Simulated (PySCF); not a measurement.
# C5H4OSi: the cost of one run

Programs: PySCF 2.14.0, with density-fitted response routines of our own. Each step states its level of theory. These are calculated values for one molecule in the gas phase, unless marked as measured. Atoms are numbered from 0 throughout.

## Step 1: The starting structure

11 atoms, charge 0, multiplicity 1; geometry from: GFN2-xTB.

Bonds of the start (Å): O0–C1 1.20, C1–C2 1.42, C2–C3 1.22, C3–C4 1.35, C4–C5 1.22, C5–Si6 1.85, C1–H7 1.11, Si6–H8 1.46, Si6–H9 1.46, Si6–H10 1.46.

## Step 2: Ultraviolet spectrum: CAM-B3LYP/def2-SVPD

What the job is given:

```
{"job": {"kind": "uv", "xc": "CAM-B3LYP", "basis": "def2-SVPD", "nstates": 8, "ntriplets": 3}, "charge": 0, "multiplicity": 1}
O     -4.198694     1.809395    -0.253008
C     -3.643687     0.770112    -0.502499
C     -2.277693     0.475745    -0.256820
C     -1.107375     0.224099    -0.045082
C      0.193836    -0.056387     0.188900
C      1.365177    -0.298690     0.404794
Si     3.150220    -0.646642     0.739895
H     -4.180538    -0.083564    -0.968035
H      3.217423    -1.958210     1.385664
H      3.651990     0.410133     1.618804
H      3.834765    -0.643321    -0.553646
```

Method: TDDFT CAM-B3LYP/def2-SVPD, vertical, gas phase, core orbitals frozen in the response.

Started as:

```console
$ OMP_NUM_THREADS=1 python probes_run.py task.json out
```

This one command runs all jobs of the session in turn.

Q: Estimate the wall time and peak memory of this first job on 1 thread of Arm Neoverse V1, shared host.

About 31 s, with a peak of 0.75 GiB.
